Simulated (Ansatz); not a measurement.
# CuAu: how the settings move a relaxation

Aim: see which settings change the result for CuAu, by how much, and at what cost.

Computed with Ansatz 0.2.0 (reference: DFT, r2SCAN, PAW with Ansatz's default frozen-core files, scalar-relativistic; relaxation of cell and atoms, unless a step's input says otherwise).

### 1 The starting structure

Symmetry: P4/mmm, No. 123, tetragonal system. Conventional cell: a = 2.811 Å, b = 2.811 Å, c = 3.685 Å, α = 90.00°, β = 90.00°, γ = 90.00°. Cu (site symmetry 4/mmm) is surrounded by 8 Au at 2.71 Å and 4 Cu at 2.81 Å. Au (site symmetry 4/mmm) has 8 Cu at 2.71 Å and 4 Au at 2.81 Å in its first shell of neighbours.

Coordinates:

```cif
data_structure
_symmetry_space_group_name_H-M 'P 1'
_symmetry_Int_Tables_number 1
_cell_length_a 2.8107
_cell_length_b 2.8107
_cell_length_c 3.6850
_cell_angle_alpha 90.000
_cell_angle_beta 90.000
_cell_angle_gamma 90.000
_cell_volume 29.11
loop_
_atom_site_label
_atom_site_type_symbol
_atom_site_fract_x
_atom_site_fract_y
_atom_site_fract_z
_atom_site_occupancy
Cu1 Cu 0.50000 0.50000 0.50000 1
Au1 Au 0.00000 0.00000 0.00000 1
```

### 2 Reference

The input, input.yaml:

```yaml
crystal:
  lattice:
    - [2.8107494552, 0.0, 0.0]
    - [0.0, 2.8107494552, 0.0]
    - [0.0, 0.0, 3.685]
  atoms:
    - { symbol: Cu, position: [0.5, 0.5, 0.5] }
    - { symbol: Au, position: [0.0, 0.0, 0.0] }
kpoints:
  mp_grid: { grid: [14, 14, 12] }
scf:
  occupations: { method: fermi_dirac, width: 0.1 }
hamiltonian:
  xc: r2scan
  pseudopotentials: { kind: paw }
relax:
  f_tol: 0.002
  max_steps: 80
  cell: {}
output:
  forces: true
  stress: true
```

Command:

```sh
> ansatz run input.yaml --threads 1 --pin off --max-ram 3072MiB --backend cpu --events-out ev --progress --plain --runs-dir out
```

### 3 Variant: ecutwfc 25.7 Ry

Changes to input.yaml since step 2:

```diff
@@ -22 +22,3 @@
   stress: true
+basis:
+  ecutwfc: "25.7 Ry"
```

Q: Predict the outcome of this session. Wanted: for each run, ending; energy change; pressure; gap; force.

The runs gave:

```tsv
run	ending	energy change	pressure (GPa)	gap (eV)	force (eV/Å)	cycles	time
reference	converged	0	0.0	0.00	0.00	59	2.5 min
1: ecutwfc 25.7 Ry	converged	+11.5 meV/atom	0.0	0.00	0.00	108	3.1 min
```

What this shows: Changing the cutoff moves the energy by +11.5 meV/atom. The log warns that the cutoff is under what these potentials recommend, so the shift is basis error. Run 1 ran under the cutoff that the potentials recommend, as the log warns, so basis error is mixed into its values.
